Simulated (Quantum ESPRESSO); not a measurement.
## TaTl: equation of state with LDA+rVV10

TaTl:

```
Ta Tl
1.0
     3.62212    0.00000    0.00000
     0.00000    3.62212    0.00000
     0.00000    0.00000    3.62212
Ta Tl
1 1
Direct
  0.00000 0.00000 0.00000
  0.50000 0.50000 0.50000
```

The cell was built by a generator and needn't be a form met in nature.

```
Program             : Quantum ESPRESSO 7.5
Task                : equation of state
Functional          : LDA
Dispersion          : rVV10
Potentials or basis : GBRV 1.5 LDA
Cutoff              : 612 eV
Density cutoff      : 4898 eV
k mesh              : 7 × 7 × 7
Occupations         : fermi-dirac, width 0.05 eV
Spin                : no spin polarisation
```

* Equilibrium volume: outside the volumes run

Energy against volume, from the lowest point:
| volume (Å³/atom) | energy (meV/atom) |
| --- | --- |
| 22.335 | 0.00 |
| 22.810 | 63.38 |
| 23.285 | 129.49 |
| 23.761 | 197.72 |
| 24.236 | 267.61 |
| 24.711 | 338.99 |
| 25.186 | 411.45 |

All runs of the series together: 2.3 min on 1 thread of Intel(R) Xeon(R) 6975P-C (Granite Rapids), with other jobs on the host.

Caveat: rVV10's parameter b was fitted to another functional. Spin-orbit coupling is left out, which matters for the levels of Ta, Tl.
